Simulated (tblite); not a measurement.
# C6H10O3: the cost of one run

Programs: tblite 0.8.0 and PySCF 2.14.0, with density-fitted response routines of our own. Each step states its level of theory. These are calculated values for one molecule in the gas phase, unless marked as measured. Atoms count from 0, in the outputs and in this text.

**1. The starting structure**

19 atoms, charge 0, multiplicity 1; geometry from: force field or distance geometry start.

Bonds of the start (Å): C0–C1 1.34, C1–O2 1.38, O2–C3 1.43, C3–C4 1.53, C1–O5 1.39, O5–C6 1.41, C6–C7 1.50, C6–O8 1.25, C0–H9 1.07, C0–H10 1.10, C3–H11 1.11, C3–H12 1.11, C4–H13 1.12, C4–H14 1.12, C4–H15 1.11, C7–H16 1.12, C7–H17 1.08, C7–H18 1.10.

**2. Relaxing the molecule with GFN2-xTB**

What the job is given:

```
{"job": {"kind": "relax", "xc": "GFN2-xTB", "basis": "xTB"}, "charge": 0, "multiplicity": 1}
C      0.008300    -2.021900    -1.174400
C      0.206800    -1.015600    -0.309800
O     -0.841400    -0.406700     0.358100
C     -1.888200     0.257400    -0.356900
C     -2.862500     0.796700     0.696700
O      1.533200    -0.657500    -0.105600
C      1.856200     0.380500     0.788200
C      3.307300     0.721000     0.959800
O      0.987100     0.997800     1.435600
H      0.821700    -2.502000    -1.680100
H     -1.042900    -2.308400    -1.332100
H     -1.432300     1.105800    -0.915100
H     -2.389600    -0.424100    -1.074500
H     -2.607500     1.874300     0.837800
H     -3.914700     0.654600     0.340400
H     -2.741400     0.310100     1.686300
H      3.815600     0.411400     0.006700
H      3.467000     1.775600     1.112800
H      3.707600     0.060100     1.749000
```

Launch:

```console
$ OMP_NUM_THREADS=1 python probes_run.py task.json out
```

One launch serves the whole session: the jobs run in the order shown.

**Question.** How long does this first job take on 1 thread of Arm Neoverse N1, shared host?

About 1.6 s.
